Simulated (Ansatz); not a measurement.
Predict the output of the script below (Ansatz 0.2.0 through its Python package).

The script reads `c2h5bclf.xyz`:
```text
10

B    -1.39700    0.31500   -0.27020
C    -0.09530   -0.47720   -0.38700
C     0.98700    0.15740    0.43910
F     0.75590    0.14360    1.79170
Cl    2.53730   -0.76080    0.21120
H    -1.98110    0.51080    0.76110
H    -1.89890    0.83670   -1.24750
H     0.25860   -0.49020   -1.45860
H    -0.27930   -1.49500    0.00280
H     1.19600    1.20850    0.16040
```

`run_spin.py`:
```python
"""Vertical spin-state energies of C2H5BClF."""

import ansatz

system = ansatz.Crystal.molecule_from_extxyz("c2h5bclf.xyz")

calc = system.calculation().basis(gaussian="def2-TZVP").functional("b3lyp")
found = {}
for unpaired in [0, 2]:
    r = calc.spin("collinear", total=unpaired).run(threads=1, pin="off").report
    s = unpaired / 2
    found[unpaired] = r["free_energy_ev"]
    print(f"2S+1 = {unpaired + 1}: E = {found[unpaired]:.5f} eV, <S^2> = {abs(r['mean_field']['state']['spin_squared']):.3f} (pure state {s * (s + 1):.2f})")
lowest = min(found, key=found.get)
for unpaired, e in found.items():
    print(f"multiplicity {unpaired + 1}: {(e - found[lowest]):.3f} eV above the lowest")
```

```console
$ python run_spin.py
2S+1 = 1: E = -18073.74875 eV, <S^2> = 0.000 (pure state 0.00)
2S+1 = 3: E = -18068.96784 eV, <S^2> = 2.005 (pure state 2.00)
multiplicity 1: 0.000 eV above the lowest
multiplicity 3: 4.781 eV above the lowest
```

In order: multiplicity 1 (+0.00 eV) and multiplicity 3 (+4.78 eV), all at the one geometry.

Total energies depend on the basis set; only differences at equal settings carry meaning. The geometry is a force-field or estimated start, not a minimum of this method, and the basis set is short of its limit. All parts are taken at fixed geometry, without zero-point energy. b3lyp holds the VWN-RPA fit, as in Gaussian; the form of ORCA and Turbomole is b3lyp5. Run time: 38 s on 1 thread of Arm Neoverse V2, with other jobs on the host, peak memory 0.61 GiB.
